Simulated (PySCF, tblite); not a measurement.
# GeCl3F, a small molecule taken as a stand-in for a surface group: NMR shifts, core binding energies and electronic excitations

What NMR shifts, core binding energies and electronic excitations should one expect for `[F][Ge]([Cl])([Cl])[Cl]`?

Programs: tblite 0.8.0 and PySCF 2.14.0. All values are calculated, for the isolated system unless a continuum is named. Atoms count from 0, parts from 1.

### Step 1. The system as given

5 atoms, charge 0, multiplicity 1; geometry: distance geometry start.

### Step 2. Geometry optimisation with GFN2-xTB

Job settings and geometry (Å):

```
{"job": {"kind": "relax", "xc": "GFN2-xTB", "basis": "xTB"}, "charge": 0, "multiplicity": 1}
Ge     0.014852    -0.004972     0.088793
Cl     2.078016    -0.008222    -0.564241
Cl    -1.104531    -1.628466    -0.814646
Cl    -0.910787     1.849059    -0.522618
F     -0.125686    -0.194853     1.814818
```

Level: GFN2-xTB geometry optimisation, gas phase.

Launch:

```sh
$ OMP_NUM_THREADS=1 python cluster_run.py task.json out
```

This one command runs all jobs of the session in turn.

Output:

```text
step      E/eV     max force
  0    -557.59202    1.305
  1    -557.62720    0.907
  2    -557.67190    0.399
  3    -557.67552    0.391
  4    -557.68685    0.218
  5    -557.69144    0.207
  6    -557.69438    0.166
  7    -557.69726    0.230
  8    -557.70091    0.204
  9    -557.70240    0.099
 10    -557.70273    0.034
 11    -557.70278    0.019
 12    -557.70280    0.017
 13    -557.70286    0.028
 14    -557.70292    0.034
 15    -557.70300    0.038
 16    -557.70304    0.027
 17    -557.70306    0.011
 18    -557.70307    0.008
 19    -557.70307    0.009
 20    -557.70308    0.008
 21    -557.70308    0.011
 22    -557.70309    0.008
 23    -557.70310    0.003
```

It took 0.49 s on 1 thread of Arm Neoverse N1, shared host.

Along the way:

```tsv
step	energy from step 0 (eV)	largest force (eV/Å)
0	0.0000	1.3043
1	-0.0352	0.9073
2	-0.0799	0.3992
3	-0.0835	0.3905
4	-0.0948	0.2174
5	-0.0994	0.2071
6	-0.1024	0.1660
7	-0.1052	0.2294
8	-0.1089	0.2041
9	-0.1104	0.0992
10	-0.1107	0.0337
11	-0.1108	0.0186
12	-0.1108	0.0177
13	-0.1108	0.0277
14	-0.1109	0.0339
15	-0.1110	0.0380
16	-0.1110	0.0263
17	-0.1110	0.0104
18	-0.1110	0.0077
19	-0.1110	0.0086
20	-0.1111	0.0086
21	-0.1111	0.0107
22	-0.1111	0.0085
23	-0.1111	0.0028
```

Close pairs (by a distance rule), those that changed most:

```tsv
bond	before (Å)	after (Å)	change (Å)
Ge0–Cl2	2.169	2.102	-0.067
Ge0–Cl1	2.164	2.103	-0.061
Ge0–Cl3	2.161	2.102	-0.058
Ge0–F4	1.742	1.777	+0.035
```

### Step 3. Optimising the geometry at PBE0-D3(BJ)/def2-SVP

Job settings and geometry (Å):

```
{"job": {"xc": "PBE0", "basis": "def2-SVP", "d3": "d3bj", "grid": 2, "kind": "geom", "shake": 0.01}, "charge": 0, "multiplicity": 1}
Ge     0.021824    -0.022557    -0.028130
Cl     2.048889    -0.051751    -0.484960
Cl    -1.087041    -1.650428    -0.784547
Cl    -0.875356     1.855157    -0.448207
F     -0.083368    -0.167246     1.725139
```

Output:

```text
step   0  E = -3556.03429107  max force = 0.034876
step   1  E = -3556.03174377  max force = 0.047339
step   2  E = -3556.03605239  max force = 0.011366
step   3  E = -3556.03674997  max force = 0.003969
step   4  E = -3556.03687399  max force = 0.000695
step   5  E = -3556.03688154  max force = 0.000555
step   6  E = -3556.03688604  max force = 0.000215
optimisation converged
```

It took 60 s on 1 thread of Arm Neoverse N1, shared host; peak memory 0.5 GiB.

Along the way: (the energy doesn't fall at every step)

```tsv
step	energy from step 0 (eV)	largest force component (eV/Å)
0	0.0000	1.7934
1	0.0693	2.4343
2	-0.0479	0.5845
3	-0.0669	0.2041
4	-0.0703	0.0357
5	-0.0705	0.0285
6	-0.0706	0.0111
```

Distances of close pairs at the start and the end, largest changes first:

```tsv
bond	before (Å)	after (Å)	change (Å)
Ge0–F4	1.762	1.716	-0.046
Ge0–Cl1	2.078	2.116	+0.038
Ge0–Cl3	2.123	2.116	-0.007
Ge0–Cl2	2.110	2.116	+0.006
```

The next job starts from the end point, and lists it.

```tsv
at the end point	value
point group (found at 0.08 Å tolerance)	C3v
rotational constants (GHz, main isotopes)	1.653, 1.644, 1.188
dipole moment (D)	0.90
```

### Step 4. Shielding tensors: PBE0/pcSseg-2

Job settings and geometry (Å):

```
{"job": {"kind": "nmr", "xc": "PBE0", "basis": "pcSseg-2"}, "charge": 0, "multiplicity": 1}
Ge     0.004238    -0.018996     0.040390
Cl     2.021315     0.055150    -0.594043
Cl    -1.078110    -1.460256    -1.068274
Cl    -0.910744     1.884843    -0.087350
F     -0.011458    -0.497686     1.688588
```

With the program's defaults for keys left out, this is: GIAO PBE0/pcSseg-2 NMR shielding, non-relativistic, gas phase.

Output:

```text
coarse grid: 31664 points
cycle   1  E = -3556.8037372424  dE = -1.334e-01  |g| = 1.305e+00  |ddm| = 2.088e+00
cycle   2  E = -3556.5210627986  dE =  2.827e-01  |g| = 1.977e+00  |ddm| = 1.352e+00
cycle   3  E = -3556.9571166723  dE = -4.361e-01  |g| = 1.997e-01  |ddm| = 9.011e-01
cycle   4  E = -3556.9618043178  dE = -4.688e-03  |g| = 1.152e-01  |ddm| = 1.256e-01
cycle   5  E = -3556.9634145646  dE = -1.610e-03  |g| = 1.379e-02  |ddm| = 4.511e-02
cycle   6  E = -3556.9634518276  dE = -3.726e-05  |g| = 4.667e-03  |ddm| = 1.303e-02
cycle   7  E = -3556.9634567382  dE = -4.911e-06  |g| = 9.279e-04  |ddm| = 3.988e-03
final grid: 59880 points
cycle   8  E = -3556.9634501302  dE = -8.340e-08  |g| = 1.210e-03  |ddm| = 1.919e-03
cycle   9  E = -3556.9634498706  dE =  2.597e-07  |g| = 1.778e-03  |ddm| = 2.049e-03
cycle  10  E = -3556.9634504102  dE = -5.396e-07  |g| = 1.859e-04  |ddm| = 1.134e-03
cycle  11  E = -3556.9634504135  dE = -3.326e-09  |g| = 1.588e-05  |ddm| = 9.700e-05
cycle  12  E = -3556.9634504135  dE = -2.456e-11  |g| = 6.878e-06  |ddm| = 1.077e-05
converged SCF energy = -3556.9634504135

GIAO shielding tensors (ppm)
atom      isotropic    diamagn.    paramagn.     s11        s22        s33       span
  0 Ge    1274.821    2755.685   -1480.864   1230.403   1296.341   1297.719     67.316
  1 Cl     774.596    1147.224    -372.628    646.215    657.505   1020.069    373.853
  2 Cl     774.198    1147.225    -373.027    645.256    657.392   1019.946    374.689
  3 Cl     774.996    1147.230    -372.235    647.466    656.950   1020.572    373.106
  4 F      267.851     468.131    -200.280    221.690    222.300    359.564    137.874
```

It took 42 s on 1 thread of Arm Neoverse N1, shared host; peak memory 0.94 GiB.

Shifts follow as δ = σ(reference) − σ, with reference shieldings (ppm) from runs at the same level and on the same kind of geometry: 19F CFCl3 175.8, 73Ge GeMe4 1337, 35Cl HCl 941. The references are single molecules in the gas phase, so shifts against H2O, NH3, PH3, H3PO4 or CFCl3 are not on the usual liquid scales and can be off by tens of ppm. Atoms listed in one row are averaged.

```tsv
atoms	environment	σ (ppm)	δ (ppm)
Ge0	germanium bonded to 3 Cl, F	1275	62
Cl1, Cl2, Cl3	chlorine bonded to Ge	775	166
F4	fluorine bonded to Ge	267.9	-92.0
```

Charges from the same density, by scheme (e):

```tsv
atoms	Mulliken	IAO	Hirshfeld	ESP fit
Ge0	0.91	1.24	0.49	0.17
Cl1, Cl2, Cl3	-0.17	-0.25	-0.09	-0.01
F4	-0.41	-0.50	-0.22	-0.13
```

Mayer bond orders: Ge0–Cl1 1.14, Ge0–Cl2 1.14, Ge0–Cl3 1.14, Ge0–F4 0.94.

### Step 5. Core-electron binding energies: SCAN, X2C

Same as in step 4 but for these lines:

```diff
@@ -1,2 +1,2 @@
-{"job": {"kind": "nmr", "xc": "PBE0", "basis": "pcSseg-2"}, "charge": 0, "multiplicity": 1}
+{"job": {"kind": "xps", "holes": 5}, "charge": 0, "multiplicity": 1}
 Ge     0.004238    -0.018996     0.040390
```

With the program's defaults for keys left out, this is: delta-SCF UKS SCAN, pcX-2 on the ionised atom, pcseg-1 elsewhere, spin-free X2C.

Output:

```text
ground state, core basis on atom 1 (Cl), 137 functions
  cycle   1  E = -3578.57345260  |g| = 6.65e-01
  cycle   2  E = -3578.30620088  |g| = 1.36e+00
  cycle   3  E = -3578.66316026  |g| = 1.72e-01
  cycle   4  E = -3578.66866325  |g| = 7.38e-02
  cycle   5  E = -3578.66979087  |g| = 1.82e-02
  cycle   6  E = -3578.66987644  |g| = 2.83e-03
  cycle   7  E = -3578.66988332  |g| = 1.35e-03
  cycle   8  E = -3578.66988404  |g| = 3.73e-04
  E(ground) = -3578.79151062 Eh
hole in Cl 2p of atom 1
  cycle   1  E = -3570.56308595  |g| = 1.71e+00
  cycle   2  E = -3570.49210267  |g| = 1.31e+00
  cycle   3  E = -3570.93072191  |g| = 4.13e-01
  cycle   4  E = -3571.01540017  |g| = 2.05e-01
  cycle   5  E = -3571.03363651  |g| = 6.87e-02
  cycle   6  E = -3571.03518344  |g| = 3.68e-02
  cycle   7  E = -3571.03572148  |g| = 1.03e-02
  cycle   8  E = -3571.03577240  |g| = 1.77e-03
  cycle   9  E = -3571.03577264  |g| = 2.87e-04
  E(ion) = -3571.16502786 Eh   <S^2> = 0.7522   hole on atom = 1.001   binding energy = 207.527 eV
  2p3/2 = 206.932 eV   2p1/2 = 208.586 eV
ground state, core basis on atom 4 (F), 126 functions
  cycle   1  E = -3578.52879405  |g| = 1.27e-01
  cycle   2  E = -3578.52705003  |g| = 1.23e-01
  cycle   3  E = -3578.52849548  |g| = 7.78e-02
  cycle   4  E = -3578.52937026  |g| = 7.18e-03
  cycle   5  E = -3578.52938491  |g| = 1.95e-03
  cycle   6  E = -3578.52938479  |g| = 2.51e-04
  E(ground) = -3578.66907098 Eh
hole in F 1s of atom 4
  cycle   1  E = -3552.15673498  |g| = 2.59e+00
  cycle   2  E = -3551.94100185  |g| = 2.21e+00
  cycle   3  E = -3552.94251179  |g| = 4.90e-01
  cycle   4  E = -3552.95318510  |g| = 4.50e-01
  cycle   5  E = -3553.07457254  |g| = 3.11e-02
  cycle   6  E = -3553.07504523  |g| = 1.25e-02
  cycle   7  E = -3553.07513890  |g| = 2.34e-03
  cycle   8  E = -3553.07513802  |g| = 7.37e-04
  cycle   9  E = -3553.07513925  |g| = 5.94e-04
  cycle  10  E = -3553.07513780  |g| = 1.04e-04
  E(ion) = -3553.21968493 Eh   <S^2> = 0.7573   hole on atom = 1.000   binding energy = 692.513 eV
```

Wall time 11 s (1 thread of Arm Neoverse N1, shared host); peak memory 0.4 GiB.

The holes in one table. −ε is the ground-state orbital energy:

```tsv
hole	stands for	environment	ΔSCF (eV; 2p as the shell's mean)	−ε (eV)	⟨S²⟩
Cl2p on Cl1	Cl1, Cl2, Cl3	chlorine bonded to Ge	207.48	194.6	0.752
F1s on F4	F4	fluorine bonded to Ge	692.51	667.2	0.757
```

Each hole run stands for the others of its class of like atoms.

With the spin-orbit splitting: Cl1 2p3/2 206.93, 2p1/2 208.59 eV. The table gives each 2p level as the mean over the whole 2p shell (two parts 2p3/2, one part 2p1/2), which differs a little from the single hole in the log.

### Step 6. Excited states and response: CAM-B3LYP/def2-SVPD

Same as in step 5 but for these lines:

```diff
@@ -1,2 +1,2 @@
-{"job": {"kind": "xps", "holes": 5}, "charge": 0, "multiplicity": 1}
+{"job": {"kind": "uv", "xc": "CAM-B3LYP", "basis": "def2-SVPD", "nstates": 6, "ntriplets": 2, "ip": true}, "charge": 0, "multiplicity": 1}
 Ge     0.004238    -0.018996     0.040390
```

Method: TDDFT CAM-B3LYP/def2-SVPD, vertical, gas phase, core orbitals frozen in the response.

Output:

```text
coarse grid: 31664 points
cycle   1  E = -3556.8661349389  dE = -9.533e-02  |g| = 8.337e-01  |ddm| = 2.940e+00
cycle   2  E = -3556.7786143958  dE =  8.752e-02  |g| = 1.168e+00  |ddm| = 2.163e+00
cycle   3  E = -3557.0001456276  dE = -2.215e-01  |g| = 9.085e-02  |ddm| = 1.085e+00
cycle   4  E = -3557.0016044235  dE = -1.459e-03  |g| = 3.439e-02  |ddm| = 1.229e-01
cycle   5  E = -3557.0018053308  dE = -2.009e-04  |g| = 3.580e-03  |ddm| = 2.620e-02
cycle   6  E = -3557.0018093082  dE = -3.977e-06  |g| = 1.202e-03  |ddm| = 6.266e-03
final grid: 59880 points
cycle   7  E = -3557.0018443213  dE = -2.572e-07  |g| = 8.782e-04  |ddm| = 2.186e-03
cycle   8  E = -3557.0018443709  dE = -4.956e-08  |g| = 6.693e-04  |ddm| = 1.298e-03
cycle   9  E = -3557.0018444438  dE = -7.289e-08  |g| = 5.193e-05  |ddm| = 6.253e-04
cycle  10  E = -3557.0018444445  dE = -6.903e-10  |g| = 2.390e-05  |ddm| = 8.271e-05
converged SCF energy = -3557.0018444445

Static polarisability (au): isotropic 68.207, principal 57.135 73.657 73.828

Singlet excitations
state   eV       nm        f      main configurations
  1   6.2311    199.0   0.00000   H->L 0.96
  2   6.4767    191.4   0.01533   H-1->L 0.92
  3   6.4796    191.3   0.01517   H-2->L 0.92
  4   6.9453    178.5   0.04668   H-3->L 0.89
  5   6.9525    178.3   0.04758   H-4->L 0.89
  6   7.0990    174.7   0.03101   H-5->L 0.94

Triplet excitations (Tamm-Dancoff, eV): 5.7694 5.9664
Vertical ionisation energy (delta-SCF) = 12.3098 eV
Vertical electron affinity (delta-SCF) = 0.6736 eV
```

Run time: 2.7 min. Hardware: 1 thread of Arm Neoverse N1, shared host; peak memory 0.72 GiB.

Frontier orbitals and where they lie:

```tsv
orbital	eV	atoms
HOMO−3	-11.97	Cl3 40 %, Cl1 26 %, Cl2 22 %
HOMO−2	-11.53	Cl3 52 %, Cl1 27 %, Cl2 15 %
HOMO−1	-11.52	Cl2 47 %, Cl1 36 %, Cl3 11 %
HOMO	-11.29	Cl2 34 %, Cl1 34 %, Cl3 32 %
LUMO	-1.44	Ge0 25 %, Cl3 22 %, Cl1 22 %
LUMO+1	0.90	Ge0 44 %, Cl2 16 %, Cl3 16 %
LUMO+2	1.25	Cl2 31 %, Cl1 27 %, Ge0 21 %
```

With each of the 6 states as a Gaussian band of 0.4 eV half-width at 1/e, the curve within the window shown has maxima at 179 nm (ε 5,200) L/(mol cm). Beyond the last state computed it falls off for lack of states. The curve at chosen wavelengths:

```tsv
nm	ε (L/mol/cm)
168	1798
170	2639
172	3530
174	4332
176	4916
178	5195
180	5157
183	4630
185	4100
187	3530
189	2983
191	2488
193	2054
195	1675
197	1346
199	1060
201	816
203	611
205	445
208	261
210	177
212	116
214	74
216	46
218	28
220	17
```

Ground-state properties from the same run:

```tsv
property	computed
dipole moment (D)	0.99
polarisability (Å³)	10.11
HOMO–LUMO gap (eV)	9.85
−ε(HOMO) (eV)	11.29
```

### Step 7. Outcome

| quantity | value |
| --- | --- |
| point group | C3v |
| rotational constants (main isotopes) | 1.65, 1.64, 1.19 GHz |
| 73Ge shifts against GeMe4 (PBE0/pcSseg-2) | 62 ppm |
| 35Cl shifts against HCl (PBE0/pcSseg-2, means over atoms taken as alike) | 166 ppm |
| 19F shifts against CFCl3 (PBE0/pcSseg-2) | -92.0 ppm |
| Cl2p binding energies, SCAN/pcX-2 | Cl1 207.48 eV |
| F1s binding energies, SCAN/pcX-2 | F4 692.51 eV |
| lowest singlet (CAM-B3LYP/def2-SVPD) | 6.23 eV (199 nm), f = 0.000 |
| brightest single state of those computed | state 5, 6.95 eV, f = 0.048 |
| lowest triplet | 5.77 eV |
| vertical ionisation energy (ΔSCF) | 12.31 eV |
| vertical electron affinity (ΔSCF) | 0.67 eV |

In words: The optimisation took 6 steps and gained 0.071 eV; among the close pairs (by a distance rule), Ge0–F4 changed most, from 1.762 to 1.716 Å (PBE0/def2-SVP). At PBE0/pcSseg-2: The largest span, 374 ppm, is at Cl1, Cl2, Cl3, where the paramagnetic term is -373 ppm. The lowest singlet, at 6.23 eV, is HOMO→LUMO 0.96 and is dark; of the 6 states computed, the strongest absorption comes from states 4 to 5 together at 6.95 eV. The lowest triplet lies 0.46 eV below the lowest singlet (triplets in Tamm-Dancoff, singlets in full TDDFT). The orbital energy would give 11.29 eV for ionisation, ΔSCF gives 12.31 eV. Spin-orbit coupling is left out, which matters for shieldings and couplings at and beside the heavy atoms.
